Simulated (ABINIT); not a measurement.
Input of an ABINIT 10.8.3 (patched build) run:

File run.abi:

```
pp_dirpath "./"
pseudos "C.upf"

acell 4.7660140852 4.7660140852 4.7660140852
rprim
     0.0000000000     0.7071067812     0.7071067812
     0.7071067812     0.0000000000     0.7071067812
     0.7071067812     0.7071067812     0.0000000000
ntypat 1
znucl 6
natom 2
typat 1 1
xred
     0.7500000000     0.7500000000     0.7500000000
     0.5000000000     0.5000000000     0.5000000000

ecut 1006.821291 eV

kptopt 1
ngkpt 10 10 10
nshiftk 1
shiftk 0.0 0.0 0.0

ixc -116133

nband 8
occopt 3
tsmear 0.00183747

nstep 100
tolvrs 1.0e-10

iomode 3
prtwf 0
prtden 0
prteig 0
prtebands 0
enunit 1
```

Potentials or basis: PseudoDojo NC SR PBEsol v0.4 stringent.

The run is started by

```console
$ abinit run.abi > log 2>&1
```

Question: What does it give for the pressure?

Answer: -4.0 GPa.

Question: What does it give for the band gap on the k mesh?

Answer: 4.08 eV, indirect (least direct gap 5.56 eV).

A k mesh can miss the band edges. As with any semilocal functional, this PBEsol gap is likely too small.
